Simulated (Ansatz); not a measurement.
**C3H5BO: small, medium and large basis sets**

One table from this session's results is given with a row withheld; the runs are named, their logs left out.

Program: Ansatz 0.2.0, Gaussian basis. Level of theory: one geometry, several basis sets. These are calculated values, not measurements.

Levels to be run: PBE0-D4/def2-SVP; ωB97M-V/def2-SVP; PBE0-D4/def2-QZVPP; ωB97M-V/def2-QZVPP; the functionals' def2-TZVPP values are taken from earlier runs.

## Structure used throughout

All runs share one geometry, relaxed beforehand with PBE0-D4 in a triple-zeta def2 set.

SMILES `OC1BC=C1`, 10 atoms, charge 0, spin multiplicity 1.

Atoms are counted from 1 here; the program's logs count them from 0.

Bond lengths: O1–C2 1.400 Å, O1–H6 0.960 Å, C2–B3 1.597 Å, C2–C5 1.503 Å, C2–H7 1.090 Å, B3–C4 1.496 Å, B3–H8 1.192 Å, C4–C5 1.360 Å, C4–H9 1.079 Å, C5–H10 1.091 Å. Angles: C2–O1–H6 109.2°, O1–C2–B3 118.4°, O1–C2–C5 117.6°, O1–C2–H7 113.8°, B3–C2–C5 73.0°, B3–C2–H7 115.5°, C5–C2–H7 112.6°, C2–B3–C4 92.7°, C2–B3–H8 129.7°, C4–B3–H8 132.3°, B3–C4–C5 80.3°, B3–C4–H9 143.3°, C5–C4–H9 130.1°, C2–C5–C4 102.8°, C2–C5–H10 125.8°, C4–C5–H10 130.1°.

The first run:

The input, in.yaml:

```yaml
crystal:
  periodic: [false, false, false]
  atoms:
    - {symbol: O, position_ang: [-0.856586, -0.859280, -1.460697]}
    - {symbol: C, position_ang: [-0.620616, -0.443499, -0.144716]}
    - {symbol: B, position_ang: [0.830546, -0.680134, 0.477878]}
    - {symbol: C, position_ang: [0.878169, 0.692294, 1.070961]}
    - {symbol: C, position_ang: [-0.002004, 0.911205, 0.057610]}
    - {symbol: H, position_ang: [-1.788531, -0.753069, -1.663106]}
    - {symbol: H, position_ang: [-1.456301, -0.627223, 0.530151]}
    - {symbol: H, position_ang: [1.686407, -1.441051, 0.148117]}
    - {symbol: H, position_ang: [1.514149, 1.384263, 1.600496]}
    - {symbol: H, position_ang: [-0.102233, 1.765396, -0.613792]}
basis:
  gaussian: {orbitals: def2-SVP}
hamiltonian: {xc: pbe0, dispersion: d4}
output: {orbitals: {seedname: orbitals}}
```

Started as:

```sh
$ ansatz run in.yaml --threads 2 --pin off --events-out ev --progress --plain --max-ram 4352MiB
```

Among the steps run: PBE0-D4 in def2-SVP; ωB97M-V in def2-SVP; PBE0-D4 in def2-QZVPP; ωB97M-V in def2-QZVPP.

One of the session's tables, all rows but one given; the rest of the session is left out.

It belongs to the step «Functionals by basis». 

```
functional       basis  HOMO (eV)  LUMO (eV)
   PBE0-D4    def2-SVP      -7.23      -0.30
   PBE0-D4  def2-TZVPP          ?          ?
   PBE0-D4  def2-QZVPP      -7.42      -0.54
   ωB97M-V    def2-SVP      -9.50       1.94
   ωB97M-V  def2-TZVPP      -9.66       1.59
   ωB97M-V  def2-QZVPP      -9.69       1.39
```

Estimate the missing values for PBE0-D4, def2-TZVPP.

The run gave: HOMO (eV): -7.38; LUMO (eV): -0.48. In the column «HOMO (eV)» it lies between PBE0-D4, def2-QZVPP (-7.42) and PBE0-D4, def2-SVP (-7.23).
